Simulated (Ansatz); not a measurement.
## CrRe₃, space group Pm-3m: a comparison of magnetic orders, step by step

Computed with the Ansatz DFT code, driven from Python.

Run as a notebook:

**Cell 1**
```python
import ansatz as az
import numpy as np
import pandas as pd
```

**Cell 2**
```python
def count_gap(report):
    # lowest empty less highest filled band, counting bands; zero where they overlap
    return max(report.get("gap_by_band_count_ev") or 0.0, 0.0)
```

**Cell 3**
```python
CELL = [
    (3.863548, 0.0, 0.0),
    (0.0, 7.727096, 0.0),
    (0.0, 0.0, 3.863548),
]
ATOMS = [
    ("Cr", (0.0, 0.0, 0.0)),
    ("Re", (0.0, 0.25, 0.5)),
    ("Re", (0.5, 0.0, 0.5)),
    ("Re", (0.5, 0.25, 0.0)),
    ("Cr", (0.0, 0.5, 0.0)),
    ("Re", (0.0, 0.75, 0.5)),
    ("Re", (0.5, 0.5, 0.5)),
    ("Re", (0.5, 0.75, 0.0)),
]
```

**Cell 4**
```python
def ordered(moments):
    crystal = az.Crystal(lattice=az.Lattice.of(CELL))
    for (symbol, position), moment in zip(ATOMS, moments):
        crystal = crystal.atom(symbol, position, moment=moment or None)
    return crystal
```

**Cell 5**
```python
# starting moments in muB, one an atom
orders = {
    "FM": [3, 0, 0, 0, 3, 0, 0, 0],
    "AFM": [3, 0, 0, 0, -3, 0, 0, 0],
}
```

**Cell 6**
```python
rows = []
for label, moments in orders.items():
    calculation = (
        ordered(moments).calculation()
        .basis(650)
        .kpoints(7, 4, 7)
        .functional("r2scan")
        .occupations("gaussian", width=0.1)
        .scf(tolerance=1e-10)
        .pseudopotentials("paw")
        .spin("collinear")
        .band_table()
    )
    report = calculation.run().report
    rows.append((label, report["free_energy_ev"], report["magnetization_mub"], report["absolute_magnetization_mub"], max(abs(m) for m in report["site_moments_mub"]), count_gap(report)))
    print(label, "site moments:", [round(m, 2) for m in report["site_moments_mub"]])

# the same cell with no spin polarisation
plain = ordered([0] * len(ATOMS)).calculation()
plain = plain.basis(650)
plain = plain.kpoints(7, 4, 7).functional("r2scan")
plain = plain.occupations("gaussian", width=0.1)
plain = plain.scf(tolerance=1e-10)
plain = plain.pseudopotentials("paw")
plain = plain.band_table()
report = plain.run().report
rows.append(("NM", report["free_energy_ev"], 0.0, 0.0, 0.0, count_gap(report)))
```
Output:
```text
RunWarning: iteration 1: there is no memory in which an SCF minimises its free energy, or in which one mixes in the place of another whose close was not accepted (`scf.algorithm`, `scf.convergence.dm_fallback`, `scf.lower_state_search`): it takes a memory limit of about 3.13 GiB, over the 2.69 GiB that it is held to. This SCF is mixed; the run can end on another state than with more memory, one [...]
RunWarning: the run takes no state from an SCF towards the filling of the open d shells in which the orbitals that avoid the neighbouring atoms hold both spins ahead of the others, with the run's symmetry operations kept: the memory left no room for the minimisation of its SCF, so that no field was tried
FM site moments: [1.79, -0.15, -0.16, -0.15, 1.79, -0.15, -0.16, -0.15]
AFM site moments: [1.26, 0.0, -0.09, -0.0, -1.26, 0.0, 0.09, 0.0]
```

**Cell 7**
```python
lowest = min(row[1] for row in rows)
rows = [(row[0], 1000 * (row[1] - lowest) / 2, *row[2:]) for row in sorted(rows, key=lambda row: row[1])]
print(pd.DataFrame(rows, columns=["order", "meV/magnetic atom", "net muB", "absolute muB", "largest site muB", "gap by band count eV"]).round(4).to_string(index=False))
print("lowest of these starts:", rows[0][0])
```
Output:
```text
order  meV/magnetic atom  net muB  absolute muB  largest site muB  gap by band count eV
   FM             0.0000   2.7248        4.8384            1.7884                   0.0
  AFM             9.0350   0.0000        3.0825            1.2615                   0.0
   NM            17.9112   0.0000        0.0000            0.0000                   0.0
lowest of these starts: FM
```

In order of energy: ferromagnetic (+0.0 meV an atom, largest site moment 1.79 μB), antiferro- or ferrimagnetic (+2.3 meV an atom, largest site moment 1.26 μB) and non-magnetic (+4.5 meV an atom, largest site moment 0.00 μB). These are the states reached from the starts typed.

Notes:
- The magnetic order follows from the starting moments and needn't be the lowest.
- The mesh is modest for a metal, so energies can be off by several to tens of meV an atom and pressures by half a GPa or more; differences at equal mesh fare better.
- A gap by band count of zero or less means overlapping bands, a metal.
- r2SCAN tends to overestimate the moments of itinerant magnets.
- The structure comes from a database of computed cells and needn't be a stable or known phase.
- Gaps and levels are Kohn-Sham values on a finite set of k-points, without spin-orbit coupling.
- Warnings are shown shortened and without file and line.
- Each row is the state reached from that start at the given structure, not necessarily the lowest of its order; other orders weren't tried.
- Hardware and time: 8.7 min on 1 thread of Arm Neoverse V2 (shared host), peak memory 1.4 GiB.
